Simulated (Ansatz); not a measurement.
Below is the output of a Python script on Ansatz's Python interface that makes a band structure of W, space group Pm-3n. Write a script that gives it. Use: PBEsol, PAW, cutoff 517 eV, 4×4×4 k-points, Fermi-Dirac smearing of 0.1 eV.

The script reads `POSCAR`:
```text
W
1.0
   5.08300000    0.00000000    0.00000000
   0.00000000    5.08300000    0.00000000
   0.00000000    0.00000000    5.08300000
W
8
Direct
   0.00000000    0.00000000    0.00000000
   0.50000000    0.50000000    0.50000000
   0.00000000    0.50000000    0.25000000
   0.00000000    0.50000000    0.75000000
   0.25000000    0.00000000    0.50000000
   0.75000000    0.00000000    0.50000000
   0.50000000    0.75000000    0.00000000
   0.50000000    0.25000000    0.00000000
```

Running `python run_bands.py` prints:
```text
free energy      -82051.74322 eV
per atom         -10256.46790 eV
SCF iterations   6  (converged: True)
# site	symbol	l	j	q
# orbitals = lowdin
# n_electrons = 112.000000
# spilling = 0.009583
0	W	0_5S	-	1.964029
0	W	0_6S	-	0.887833
0	W	1_5P	-	5.991862
0	W	2_5D	-	5.047109
1	W	0_5S	-	1.964029
1	W	0_6S	-	0.887833
1	W	1_5P	-	5.991862
1	W	2_5D	-	5.047109
2	W	0_5S	-	1.962372
2	W	0_6S	-	0.906304
2	W	1_5P	-	5.986506
2	W	2_5D	-	5.002332
3	W	0_5S	-	1.962372
3	W	0_6S	-	0.906304
3	W	1_5P	-	5.986506
3	W	2_5D	-	5.002332
4	W	0_5S	-	1.962372
4	W	0_6S	-	0.906304
4	W	1_5P	-	5.986506
4	W	2_5D	-	5.002332
5	W	0_5S	-	1.962372
5	W	0_6S	-	0.906304
5	W	1_5P	-	5.986506
5	W	2_5D	-	5.002332
6	W	0_5S	-	1.962372
6	W	0_6S	-	0.906304
6	W	1_5P	-	5.986506
6	W	2_5D	-	5.002332
7	W	0_5S	-	1.962372
7	W	0_6S	-	0.906304
7	W	1_5P	-	5.986506
7	W	2_5D	-	5.002332

pressure -9.178 GPa
stress tensor, GPa, positive in compression
[[-9.178  0.     0.   ]
 [ 0.    -9.178  0.   ]
 [ 0.     0.    -9.178]]
zero of the bands: 21.418 eV, the Fermi level found on the SCF mesh
channel 0 - computed levels within 8 eV of the Fermi level
  G    -5.832  -5.832  -4.863  -4.379  -4.379  -4.379  -3.801  -3.425  -3.425  -3.425  -2.860  -2.860  -2.860  -2.752  -2.139  -2.139  -2.117  -2.117  -2.117  -1.531  -1.531  -0.516  -0.516  -0.516   1.516   1.516   1.516   1.560   1.560
  X    -7.322  -7.322  -5.631  -5.631  -4.482  -4.482  -3.926  -3.926  -3.731  -3.731  -3.205  -3.205  -2.583  -2.583  -2.425  -2.425  -1.638  -1.638  -1.241  -1.241  -1.179  -1.179  -0.995  -0.995   0.481   0.481   0.687   0.687   1.072   1.072
  M    -6.049  -5.836  -5.836  -5.757  -5.319  -5.014  -5.014  -3.498  -3.242  -3.242  -3.028  -2.947  -2.657  -2.552  -2.552  -2.398  -2.017  -1.782  -1.731  -1.731  -1.278  -0.973  -0.973   0.186   0.186   0.210   0.460   0.895   0.947   2.065
  G    -5.832  -5.832  -4.863  -4.379  -4.379  -4.379  -3.801  -3.425  -3.425  -3.425  -2.860  -2.860  -2.860  -2.752  -2.139  -2.139  -2.117  -2.117  -2.117  -1.531  -1.531  -0.516  -0.516  -0.516   1.516   1.516   1.516   1.560   1.560
  R    -5.102  -5.102  -5.102  -5.102  -5.102  -5.102  -4.597  -4.597  -3.284  -3.284  -3.284  -3.284  -2.436  -2.436  -2.436  -2.436  -2.436  -2.436  -1.463  -1.463  -1.463  -1.463  -1.463  -1.463   1.237   1.237   1.237   1.237   1.237   1.237
  X    -7.322  -7.322  -5.631  -5.631  -4.482  -4.482  -3.926  -3.926  -3.731  -3.731  -3.205  -3.205  -2.583  -2.583  -2.425  -2.425  -1.638  -1.638  -1.241  -1.241  -1.179  -1.179  -0.995  -0.995   0.481   0.481   0.687   0.687   1.072   1.072
```

The script that was run (others could print the same):

`run_bands.py`
```python
"""Bands of W along a path through the zone."""

from pathlib import Path
import warnings

import ansatz as az
from ase.io import read
import numpy as np

warnings.simplefilter("ignore", az.DeckWarning)

atoms = read("POSCAR", format="vasp")
cell = az.Crystal.from_ase(atoms)

# high-symmetry points in fractions of the reciprocal vectors
path = [
    ("G", (0.0, 0.0, 0.0)),
    ("X", (0.0, 0.5, 0.0)),
    ("M", (0.5, 0.5, 0.0)),
    ("G", (0.0, 0.0, 0.0)),
    ("R", (0.5, 0.5, 0.5)),
    ("X", (0.0, 0.5, 0.0)),
]
base = (
    cell.calculation()
    .kpoints(4, 4, 4)
    .pseudopotentials("paw")
    .occupations("Fermi-Dirac", width=100 * az.meV)
    .functional("pbesol")
    .basis(19 * az.Ha)
    .band_structure([point for _, point in path], intervals=10)
    .scf(extra_bands=6)
    .populations()
    .stress()
)
out = base.run(threads=1, backend="cpu")
summary = out.report

print(f"free energy      {summary['free_energy_ev']:.5f} eV")
print(f"per atom         {summary['free_energy_ev'] / len(out.lattice.sites):.5f} eV")
print(f"SCF iterations   {summary['n_iterations']}  (converged: {summary['converged']})")

files = Path(out.write_results("tables"))
print((files / "populations.tsv").read_text())

# the stress is positive in compression
stress = np.array(summary["stress_gpa"])
print(f"pressure {np.trace(stress) / 3:.3f} GPa")
print("stress tensor, GPa, positive in compression")
print(np.round(stress, 3) + 0.0)

bands = out.band_structure()
fermi = bands.fermi_energy_ev
print(f"zero of the bands: {fermi:.3f} eV, the Fermi level found on the SCF mesh")
for spin, channel in enumerate(bands.channels):
    print("channel", spin, "- computed levels within 8 eV of the Fermi level")
    for i, (label, _) in enumerate(path):
        levels = channel.eigenvalues_ev[i * 10] - fermi
        print(f"  {label:3s}", " ".join(f"{e:7.3f}" for e in levels if abs(e) < 8))
```

Reading the output:
- Absolute energies stand on the zero of these potentials, so only differences at equal settings mean something.
- The computed bands are complete only to about 1.1 eV above the Fermi level.
- The mesh is modest for a metal, so energies can be off by several to tens of meV an atom and pressures by half a GPa or more; differences at equal mesh fare better.
- At these settings the cell as given stands under about -9 GPa, so it isn't at this functional's equilibrium volume.
- This isn't the structure that W takes at ambient conditions.
- Levels are Kohn-Sham eigenvalues on this mesh, without spin-orbit coupling.
- Wall time of the script: 21 s on 1 thread of Arm Neoverse V1, with other jobs on the host, peak memory 0.66 GiB.
